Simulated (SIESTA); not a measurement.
The system is Ti3O4.

```
Ti O
1.0
    -2.06591    2.06591    4.08913
     2.06591   -2.06591    4.08913
     2.06591    2.06591   -4.08913
Ti O
3 4
Direct
  0.75000 0.25000 0.50000
  0.50000 0.50000 0.00000
  0.25000 0.75000 0.50000
  0.75588 0.75588 0.00000
  0.50000 0.00000 0.50000
  0.24412 0.24412 0.00000
  0.00000 0.50000 0.50000
```

The cell comes from a database or a generator and needn't be the stable form of this composition.

* Program: SIESTA 5.4.2
* Task: single point
* Functional: PBEsol
* Potentials or basis: PseudoDojo 0.4 standard (PBEsol files)
* Basis: DZP (energy shift 0.003 Ry; two zetas on semicore shells)
* Grid cutoff: 800 Ry
* Energy shift: 0.003 Ry
* k mesh: 9 × 9 × 9
* Occupations: fermi-dirac, width 0.05 eV
* Spin: no spin polarisation

On this cell: pressure -2.6 GPa; largest force 0.120 eV/Å; band gap on the k mesh none (metal or under the smearing width).

The same run follows on a disturbed copy (atoms moved at random, drawn with an rms of 0.05 Å):

```
Ti O
1.0
    -2.06591    2.06591    4.08913
     2.06591   -2.06591    4.08913
     2.06591    2.06591   -4.08913
Ti O
3 4
Direct
  0.73650 0.24791 0.48652
  0.51106 0.49574 0.00442
  0.25734 0.76712 0.51298
  0.74801 0.76330 0.98746
  0.50226 0.00622 0.50101
  0.23517 0.24347 0.00238
  0.99176 0.50242 0.49414
```

Problem. What does the disturbed cell give?

Solution. The energy (extrapolated to zero smearing) moves by +15.0 meV/atom; pressure -3.3 GPa; largest force 0.930 eV/Å; band gap on the k mesh none (metal or under the smearing width).

Forces on the atoms (eV/Å):
```
Ti   0.126  0.420  0.326
Ti   0.404 -0.799 -0.110
Ti  -0.316 -0.729 -0.353
O   -0.127  0.835 -0.389
O   -0.231 -0.046 -0.282
O    0.147 -0.284  0.595
O   -0.004  0.604  0.211
```

Stress tensor (GPa, compression positive):
```
-1.55  0.01 -0.06
 0.01 -2.35 -0.15
-0.06 -0.15 -5.87
```

Caveats: the basis of atomic orbitals isn't converged, which shifts pressures, moduli and gaps; semilocal functionals often make such compounds metallic where correlation or magnetic order opens a gap, which also shifts bond lengths.
